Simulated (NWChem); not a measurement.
**C2H3Cl2F (1,1-dichloro-1-fluoroethane) at r2SCAN/pcseg-2**

Aim: the electronic atomisation energy of C2H3Cl2F (1,1-dichloro-1-fluoroethane) at r2SCAN/pcseg-2, from 5 runs. 

The results are computed with NWChem 7.3.0.

### Step 1. Starting point

C2H3Cl2F has 8 atoms, charge 0, and is taken as a singlet. SMILES: `CC(F)(Cl)Cl`. The shape is that of a PBE0-D4/def2-TZVP optimisation.

Bond lengths: C1–C2 1.502 Å, C2–F3 1.348 Å, C2–Cl4 1.776 Å, C2–Cl5 1.776 Å, C1–H6 1.091 Å, C1–H7 1.091 Å, C1–H8 1.088 Å. Some angles: C1–C2–F3 110.1°, C1–C2–Cl4 111.1°, C1–C2–Cl5 111.1°, F3–C2–Cl4 107.6°, F3–C2–Cl5 107.6°, Cl4–C2–Cl5 109.3°, C2–C1–H6 108.9°, C2–C1–H7 108.9°, C2–C1–H8 110.1°, H6–C1–H7 109.8°.

### Step 2. A single-point energy at r2SCAN/pcseg-2 (run 1)

Input file c2h3cl2f.nw:

```
start c2h3cl2f
title "C2H3Cl2F"
memory total 2200 mb

geometry units angstroms noautosym nocenter noautoz
  C       -0.133500      -0.505900       0.646300
  C        0.199400       0.391300      -0.511300
  F        1.523600       0.643200      -0.537400
  Cl      -0.232400      -0.372700      -2.055900
  Cl      -0.641100       1.950200      -0.373000
  H        0.163400      -0.011800       1.572000
  H        0.414900      -1.442000       0.535900
  H       -1.202100      -0.709300       0.667600
end

basis spherical bse
  * library pcseg-2
end

dft
  xc r2scan
  grid fine
  convergence energy 1e-08
  maxiter 100
  mulliken
  print low
end

task dft energy
```

On the command line:

```console
$ nwchem c2h3cl2f.nw > c2h3cl2f.out
```

Output:

```text
[...]
 d= 0,ls=0.0,diis     1  -1098.0750435392 -1.40D+03  7.74D-03  2.00D+00     9.0
[...]
 d= 0,ls=0.0,diis    11  -1098.2279177628 -1.32D-09  6.19D-08  2.95D-10    87.7
         Total DFT energy =    -1098.227917762811
      One electron energy =    -2111.824440028815
           Coulomb energy =      792.410498113422
    Exchange-Corr. energy =      -78.819222389394
 Nuclear repulsion energy =      300.005246541976
[...]
      Total Density - Mulliken Population Analysis
     ---------------------------------------------
    Atom       Charge   Shell Charges
 -----------   ------   -------------------------------------------------------
    1 C    6     6.00   2.00  0.53  0.41  0.13  1.40  1.24  0.25  0.01  0.03  0.00
    2 C    6     5.60   2.00  0.54  0.61 -0.16  1.20  1.14  0.05  0.02  0.18  0.01
    3 F    9     9.25   2.00  0.65  0.94  0.37  2.37  2.25  0.66  0.00  0.02  0.00
    4 Cl  17    17.12   2.01  0.37  1.60  1.06  0.94  5.91  1.05  2.97  1.18  0.00  0.04  0.01
    5 Cl  17    17.12   2.01  0.37  1.60  1.06  0.94  5.91  1.05  2.97  1.18  0.00  0.04  0.01
    6 H    1     0.97   0.43  0.46  0.03  0.01  0.04  0.00
    7 H    1     0.97   0.43  0.46  0.03  0.01  0.04  0.00
    8 H    1     0.97   0.43  0.46  0.03  0.01  0.04  0.00
[...]
```

Wall time 88 s (1 thread of AMD EPYC 9R45 (Zen 5), shared host); peak memory 0.13 GiB.

### Step 3. The C atom at the same level (run 2)

Input file c.xyz:

```xyz
1
C
C      0.000000     0.000000     0.000000
```

Input file c.nw:

```
START c
TITLE "C"
memory total 2200 mb
GEOMETRY units angstroms noautosym nocenter noautoz
 load c.xyz
END
BASIS spherical bse
 * library pcseg-2
END
DFT
 xc r2scan
 mult 3
 grid fine
 convergence energy 1e-08
 iterations 100
 mulliken
 noprint "final vectors analysis"
END
TASK dft energy
```

Run the same way, it converges to -37.83156 Eh (log not shown).

Runs 3 to 4 aren't shown in full; the table further down has their settings and results.

### Step 4. The H atom, same level (run 5)

Input file test.nw:

```
start test
memory 2200 mb

geometry units angstrom noautosym nocenter noautoz
   H        0.000000       0.000000       0.000000
end

basis spherical bse
   * library pcseg-2
end

dft
   xc r2scan
   mult 2
   grid fine
   convergence energy 1e-08
   maxiter 100
   mulliken
   print low
end

task dft energy
```

Run the same way, it converges to -0.50009 Eh (log not shown).

### Step 5. Overview of the runs

| run | level | partner | energy (Eh) | wall time |
| --- | --- | --- | --- | --- |
| 1 | r2SCAN/pcseg-2 | base | -1098.227918 | 88 s |
| 2 | U-r2SCAN/pcseg-2 | atoms | -37.831560 | 0.92 s |
| 3 | U-r2SCAN/pcseg-2 | atoms | -460.124139 | 1.6 s |
| 4 | U-r2SCAN/pcseg-2 | atoms | -99.725731 | 0.92 s |
| 5 | U-r2SCAN/pcseg-2 | atoms | -0.500091 | 0.6 s |

### Step 6. Outcome

Level: r2SCAN/pcseg-2.

| quantity | value |
| --- | --- |
| H atom: total energy | -0.50009 Eh |
| H atom: ⟨S²⟩ | 0.750 |
| electronic atomisation energy | 29.674 eV |

**Reading.** Taking the molecule apart into free atoms costs 29.67 eV (684 kcal/mol), before zero-point energy and without spin-orbit coupling. All runs together took 92 s, the longest 88 s.
